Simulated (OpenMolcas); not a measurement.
**C4H14N2Si (SMILES CN(C)[SiH2]N(C)C): a chain of runs**

Aim: a single-point energy (HF/ANO-RCC-MB), then the energy (CASSCF(2,2)/ANO-RCC-VDZ), then the energy along one coordinate (CASPT2(2,2)/ANO-RCC-VDZ), then an energy scan (SC-NEVPT2(2,2)/ANO-RCC-VDZ), then the energy along one coordinate (MC-PDFT[tPBE](2,2)/ANO-RCC-VDZ) of C4H14N2Si. 

Program for the calculation: OpenMolcas 26.06.

**1. The structure to begin with**

The species is C4H14N2Si (21 atoms), meant as a singlet with charge 0. As SMILES, `CN(C)[SiH2]N(C)C`. Geometry: relaxed at PBE0-D4/def2-TZVP. This is one conformer, not always the lowest.

Some bond lengths: C1–N2 1.439 Å, N2–C3 1.441 Å, N2–Si4 1.714 Å, Si4–N5 1.714 Å, N5–C6 1.439 Å, N5–C7 1.441 Å, C1–H8 1.100 Å, C1–H9 1.092 Å, C1–H10 1.099 Å, C3–H11 1.092 Å, C3–H12 1.098 Å, C3–H13 1.100 Å, Si4–H14 1.494 Å, Si4–H15 1.494 Å, C6–H16 1.099 Å, C6–H17 1.100 Å. Some angles: C1–N2–C3 113.9°, C1–N2–Si4 123.6°, C3–N2–Si4 121.3°, N2–Si4–N5 109.5°, Si4–N5–C6 123.6°, Si4–N5–C7 121.3°, C6–N5–C7 113.9°, N2–C1–H8 112.3°, N2–C1–H9 110.4°, N2–C1–H10 110.9°.

**2. A single-point energy at HF/ANO-RCC-MB (DKH2) (run 1)**

Input file input.xyz:

```xyz
21

C      1.061960    -1.916750    -1.628160
N      0.400570    -0.742520    -1.123120
C      0.601640     0.434280    -1.930070
Si    -0.781910    -0.779030     0.116660
N     -0.570940     0.572760     1.148560
C     -1.662270     1.318740     1.717630
C      0.710850     0.873280     1.734350
H      0.700660    -2.201840    -2.627050
H      0.897470    -2.763070    -0.958680
H      2.145370    -1.753060    -1.707170
H      0.107140     1.294450    -1.473900
H      1.670160     0.672350    -2.018730
H      0.205720     0.311870    -2.948790
H     -0.587450    -2.122430     0.740340
H     -2.204240    -0.658920    -0.323860
H     -1.496600     2.399410     1.610240
H     -1.793680     1.113080     2.790020
H     -2.597140     1.069760     1.212130
H      1.497590     0.304170     1.234690
H      0.743470     0.633920     2.807280
H      0.951650     1.939540     1.627610
```

Input file step1.input:

```
* C4H14N2Si Hartree-Fock
&gateway
coord
input.xyz
basis
ANO-RCC-MB
group
NoSym
&seward
&scf
prorbitals
0
&localisation
occupied
freeze
pipek-mezey
&localisation
fileorb
$Project.LocOrb
virtual
pipek-mezey
```

Launch:

```bash
$ export MOLCAS_MEM=1860
$ pymolcas step1.input > step1.log
```

Standard output:

```text
--- Start Module: gateway ---
[...]
--- Stop Module: gateway /rc=_RC_ALL_IS_WELL_ ---
[...]
      Basis functions           53
[...]
       Convergence after   9 Iterations
[...]
::    Total SCF energy                               -557.7525495644
[...]
      Total spin, S                                     0.0000000000
[...]
      Total electronic charge=   66.000000
      Total            charge=   -0.000000
[...]
      Dipole Moment (debye):
      Origin of the operator (angstrom)=   -0.1310   -0.1305    0.0196
                   X=  1.6816E-01               Y=  1.6750E-01               Z= -2.5070E-02           Total=  2.3866E-01
      Quadrupole Moment (debye*angstrom):
[...]
--- Start Module: localisation ---
[...]
--- Stop Module: localisation /rc=_RC_ALL_IS_WELL_ ---
--- Start Module: localisation ---
[...]
--- Stop Module: localisation /rc=_RC_ALL_IS_WELL_ ---
[...]
```

Wall time 10 s (1 thread of Arm Neoverse V2, shared host); peak memory 0.41 GiB.

**3. The energy at CASSCF(2,2)/ANO-RCC-VDZ (DKH2, RICD fitting) (run 2)**

input.xyz is that of step 2.

Input file step2.inp:

```
* C4H14N2Si CASSCF
&GATEWAY
COORD
input.xyz
BASIS
ANO-RCC-MB
GROUP
NoSym
&SEWARD
&RASSCF
FILEORB
$CurrDir/step1.LocOrb
ALTER
2
1 22 33
1 34 46
SPIN
1
NACTEL
2 0 0
INACTIVE
32
RAS2
2
ORBLISTING
Nothing
>>> COPY $Project.RunFile RUNFIL1
>>> COPY $Project.RasOrb INPORB
&GATEWAY
COORD
input.xyz
BASIS
ANO-RCC-VDZ
GROUP
NoSym
RICD
&SEWARD
>>> COPY $Project.RunFile RUNFIL2
&EXPBAS
&RASSCF
FILEORB
$Project.ExpOrb
SPIN
1
NACTEL
2 0 0
INACTIVE
32
RAS2
2
ORBLISTING
Nothing
```

Launch:

```bash
$ export MOLCAS_MEM=1860
$ pymolcas step2.inp > step2.log
```

Standard output:

```text
--- Start Module: gateway ---
[...]
--- Stop Module: gateway /rc=_RC_ALL_IS_WELL_ ---
[...]
      Basis functions           53
[...]
      Number of active orbitals                  2
[...]
      Spin quantum number                      0.0
[...]
      Active orbitals                            2
[...]
      Number of CSFs                             3
[...]
      Number of root(s) required                 1
[...]
      Convergence after  9 iterations
[...]
      printout of CI-coefficients larger than  0.05 for root  1
      energy=    -557.767085
      conf/sym  11     Coeff  Weight
             1  20   0.99536 0.99074
             3  02  -0.09625 0.00926
      Natural orbitals and occupation numbers for root  1
      sym 1:   1.981473   0.018527
      ************************************************************************************************************************
      *                                                    Final results                                                     *
[...]
::    RASSCF root number  1 Total energy:   -557.76708520
[...]
      Basis functions           95
[...]
--- Start Module: expbas ---
[...]
--- Stop Module: expbas /rc=_RC_ALL_IS_WELL_ ---
--- Start Module: rasscf ---
[...]
      Convergence after 11 iterations
[...]
      Natural orbitals and occupation numbers for root  1
      sym 1:   1.980829   0.019171
      ************************************************************************************************************************
      *                                                    Final results                                                     *
[...]
::    RASSCF root number  1 Total energy:   -558.09860068
[...]
      Total electronic charge=   66.000000
      Total            charge=   -0.000000
[...]
      Dipole Moment (debye):
      Origin of the operator (angstrom)=   -0.1310   -0.1305    0.0196
                   X=  3.7740E-01               Y=  3.6219E-01               Z= -7.9047E-02           Total=  5.2902E-01
      Quadrupole Moment (debye*angstrom):
[...]
--- Stop Module: rasscf /rc=_RC_ALL_IS_WELL_ ---
[...]
```

Wall time 15 s (1 thread of Arm Neoverse V2, shared host); peak memory 0.41 GiB.

**4. An energy scan at CASPT2(2,2)/ANO-RCC-VDZ (DKH2, RICD fitting, ipea shift 0.25 Eh, pt2 variant SS) (run 3)**

Input file step3.inp:

```
>>> COPY $CurrDir/step2.RasOrb $Project.RasOrb
>>> ForEach K in (1, 2, 3, 4, 5, 6, 7, 8, 9)
&GATEWAY
Coord = $CurrDir/point$K.xyz
Basis = ANO-RCC-VDZ
Group = NoSym
RICD
&SEWARD
&RASSCF
FileOrb = $Project.RasOrb
Spin = 1
Nactel = 2 0 0
Inactive = 32
Ras2 = 2
OrbListing = Nothing
&CASPT2
Imaginary = 0.2
Frozen = 11
>>> EndDo
```

Launch:

```bash
$ export MOLCAS_MEM=1860
$ pymolcas step3.inp > step3.log
```

Standard output:

```text
[...]
      Basis functions           95
[...]
      Number of active orbitals                  2
[...]
      Spin quantum number                      0.0
[...]
      Active orbitals                            2
[...]
      Number of CSFs                             3
[...]
      Number of root(s) required                 1
[...]
      Convergence after 10 iterations
[...]
      Natural orbitals and occupation numbers for root  1
      sym 1:   1.986696   0.013304
      ************************************************************************************************************************
      *                                                    Final results                                                     *
[...]
::    RASSCF root number  1 Total energy:   -558.08785250
[...]
::    CASPT2 Root  1     Total energy:   -558.71016168
[...]
      Convergence after  9 iterations
[...]
      Natural orbitals and occupation numbers for root  1
      sym 1:   1.980817   0.019183
      ************************************************************************************************************************
      *                                                    Final results                                                     *
[...]
      Convergence after 10 iterations
[...]
      Natural orbitals and occupation numbers for root  1
      sym 1:   1.853047   0.146953
      ************************************************************************************************************************
      *                                                    Final results                                                     *
[...]
      Convergence after 10 iterations
[...]
      Natural orbitals and occupation numbers for root  1
      sym 1:   1.727353   0.272647
      ************************************************************************************************************************
      *                                                    Final results                                                     *
[...]
      Convergence after 11 iterations
[...]
      Natural orbitals and occupation numbers for root  1
      sym 1:   1.506542   0.493458
      ************************************************************************************************************************
      *                                                    Final results                                                     *
[...]
::    RASSCF root number  1 Total energy:   -557.96145452
[...]
::    CASPT2 Root  1     Total energy:   -558.58796330
[...]
      Convergence after 10 iterations
[...]
::    RASSCF root number  1 Total energy:   -557.95113274
[...]
::    CASPT2 Root  1     Total energy:   -558.57554126
[...]
```

Run time: 55 s. Hardware: 1 thread of Arm Neoverse V2, shared host; peak memory 0.087 GiB.

The scan, from its lowest point:

```tsv
H8–C1 (Å)	energy (kJ/mol)
0.990	29.0
1.100	0.0
1.210	8.7
1.375	54.0
1.595	130.8
1.870	217.3
2.200	292.2
2.640	349.8
3.299	382.4
```

**5. An energy scan at SC-NEVPT2(2,2)/ANO-RCC-VDZ (DKH2, RICD fitting, pt2 variant SC-NEVPT2) (run 4)**

Input file step4.input:

```
>>> COPY $CurrDir/step2.RasOrb $Project.RasOrb
>>> ForEach K in (1, 2, 3, 4, 5, 6, 7, 8, 9)
&gateway
coord
$CurrDir/point$K.xyz
basis
ANO-RCC-VDZ
group
NoSym
ricd
&seward
&rasscf
fileorb
$Project.RasOrb
spin
1
nactel
2 0 0
inactive
32
ras2
2
orblisting
Nothing
&caspt2
sc-nevpt2
frozen
11
>>> EndDo
```

Launch:

```bash
$ export MOLCAS_MEM=1860
$ pymolcas step4.input > step4.log
```

Standard output:

```text
[...]
      Basis functions           95
[...]
      Number of active orbitals                  2
[...]
      Spin quantum number                      0.0
[...]
      Active orbitals                            2
[...]
      Number of CSFs                             3
[...]
      Number of root(s) required                 1
[...]
      Convergence after 10 iterations
[...]
      printout of CI-coefficients larger than  0.05 for root  1
      energy=    -558.087853
      conf/sym  11     Coeff  Weight
             1  20   0.99667 0.99335
             3  02  -0.08156 0.00665
      Natural orbitals and occupation numbers for root  1
      sym 1:   1.986696   0.013304
      ************************************************************************************************************************
      *                                                    Final results                                                     *
[...]
::    RASSCF root number  1 Total energy:   -558.08785250
[...]
      E2 (Variational):          -0.6216662689
[...]
::    SC-NEVPT2 Root  1     Total energy:   -558.70949132
[...]
      Convergence after  9 iterations
[...]
      Natural orbitals and occupation numbers for root  1
      sym 1:   1.980817   0.019183
      ************************************************************************************************************************
      *                                                    Final results                                                     *
[...]
      Convergence after 10 iterations
[...]
      Natural orbitals and occupation numbers for root  1
      sym 1:   1.853047   0.146953
      ************************************************************************************************************************
      *                                                    Final results                                                     *
[...]
      Convergence after 10 iterations
[...]
      Natural orbitals and occupation numbers for root  1
      sym 1:   1.727353   0.272647
      ************************************************************************************************************************
      *                                                    Final results                                                     *
[...]
      Convergence after 11 iterations
[...]
::    RASSCF root number  1 Total energy:   -557.96145452
[...]
::    SC-NEVPT2 Root  1     Total energy:   -558.58538672
[...]
      Convergence after 10 iterations
[...]
::    RASSCF root number  1 Total energy:   -557.95113274
[...]
      E2 (Variational):          -0.6221376302
[...]
      Reference weight:           0.80884
[...]
::    SC-NEVPT2 Root  1     Total energy:   -558.57327037
[...]
```

Run time: 51 s. Hardware: 1 thread of Arm Neoverse V2, shared host; peak memory 0.087 GiB.

The scan, from its lowest point:

```tsv
H8–C1 (Å)	energy (kJ/mol)
0.990	29.6
1.100	0.0
1.210	8.4
1.375	53.7
1.595	131.3
1.870	219.6
2.200	296.6
2.640	355.5
3.299	387.3
```

**6. An energy scan at MC-PDFT[tPBE](2,2)/ANO-RCC-VDZ (DKH2, RICD fitting) (run 5)**

Input file step5.input:

```
* C4H14N2Si MC-PDFT
>>> COPY $CurrDir/step2.RasOrb $Project.RasOrb
>>> ForEach K in (1, 2, 3, 4, 5, 6, 7, 8, 9)
&GATEWAY
COORD = $CurrDir/point$K.xyz
BASIS = ANO-RCC-VDZ
GROUP = NoSym
RICD
&SEWARD
&RASSCF
FILEORB = $Project.RasOrb
SPIN = 1
NACTEL = 2 0 0
INACTIVE = 32
RAS2 = 2
ORBLISTING = Nothing
&MCPDFT
KSDFT = T:PBE
>>> EndDo
```

Launch:

```bash
$ export MOLCAS_MEM=1860
$ pymolcas step5.input > step5.log
```

Standard output:

```text
--- Start Module: gateway ---
[...]
      Basis functions           95
[...]
      Number of active orbitals                  2
[...]
      Spin quantum number                      0.0
[...]
      Active orbitals                            2
[...]
      Number of CSFs                             3
[...]
      Number of root(s) required                 1
[...]
      Convergence after 10 iterations
[...]
      printout of CI-coefficients larger than  0.05 for root  1
      energy=    -558.087853
      conf/sym  11     Coeff  Weight
             1  20   0.99667 0.99335
             3  02  -0.08156 0.00665
      Natural orbitals and occupation numbers for root  1
      sym 1:   1.986696   0.013304
      ************************************************************************************************************************
      *                                                    Final results                                                     *
[...]
::    RASSCF root number  1 Total energy:   -558.08785250
[...]
::    MCPDFT root number  1 Total energy:   -559.98953370
[...]
      Convergence after  9 iterations
[...]
      Natural orbitals and occupation numbers for root  1
      sym 1:   1.980817   0.019183
      ************************************************************************************************************************
      *                                                    Final results                                                     *
[...]
      Convergence after 10 iterations
[...]
      Natural orbitals and occupation numbers for root  1
      sym 1:   1.853047   0.146953
      ************************************************************************************************************************
      *                                                    Final results                                                     *
[...]
      Convergence after 10 iterations
[...]
      Natural orbitals and occupation numbers for root  1
      sym 1:   1.727353   0.272647
      ************************************************************************************************************************
      *                                                    Final results                                                     *
[...]
      Convergence after 11 iterations
[...]
::    RASSCF root number  1 Total energy:   -557.96145452
[...]
::    MCPDFT root number  1 Total energy:   -559.84854887
[...]
      Convergence after 10 iterations
[...]
::    RASSCF root number  1 Total energy:   -557.95113274
[...]
      Total electronic charge=   66.000000
      Total            charge=   -0.000000
[...]
::    MCPDFT root number  1 Total energy:   -559.83418453
[...]
```

Run time: 79 s. Hardware: 1 thread of Arm Neoverse V2, shared host; peak memory 0.087 GiB.

The scan, from its lowest point:

```tsv
H8–C1 (Å)	energy (kJ/mol)
0.990	27.9
1.100	0.0
1.210	10.2
1.375	58.7
1.595	142.0
1.870	238.7
2.200	326.8
2.640	398.1
3.299	435.8
```

**7. Summary of results**

| quantity | value |
| --- | --- |
| run 1, HF/ANO-RCC-MB: total energy | -557.75255 Eh |
| run 1, HF/ANO-RCC-MB: dipole moment | 0.24 D |
| run 1, HF/ANO-RCC-MB: HOMO energy | -10.06 eV |
| run 1, HF/ANO-RCC-MB: LUMO energy | 8.26 eV |
| run 1, HF/ANO-RCC-MB: HOMO–LUMO gap | 18.31 eV |
| run 2, CASSCF(2,2)/ANO-RCC-VDZ: total energy | -558.09860 Eh |
| run 2, CASSCF(2,2)/ANO-RCC-VDZ: dipole moment (CASSCF density) | 0.53 D |
| run 3, CASPT2(2,2)/ANO-RCC-VDZ: lowest energy of the scan | -558.72120 Eh |
| run 4, SC-NEVPT2(2,2)/ANO-RCC-VDZ: lowest energy of the scan | -558.72078 Eh |
| run 5, MC-PDFT[tPBE](2,2)/ANO-RCC-VDZ: lowest energy of the scan | -560.00017 Eh |

What this shows: Mulliken charges (run 1, HF/ANO-RCC-MB) run from -0.48 on N2 to +0.94 on Si4; they depend strongly on the basis.
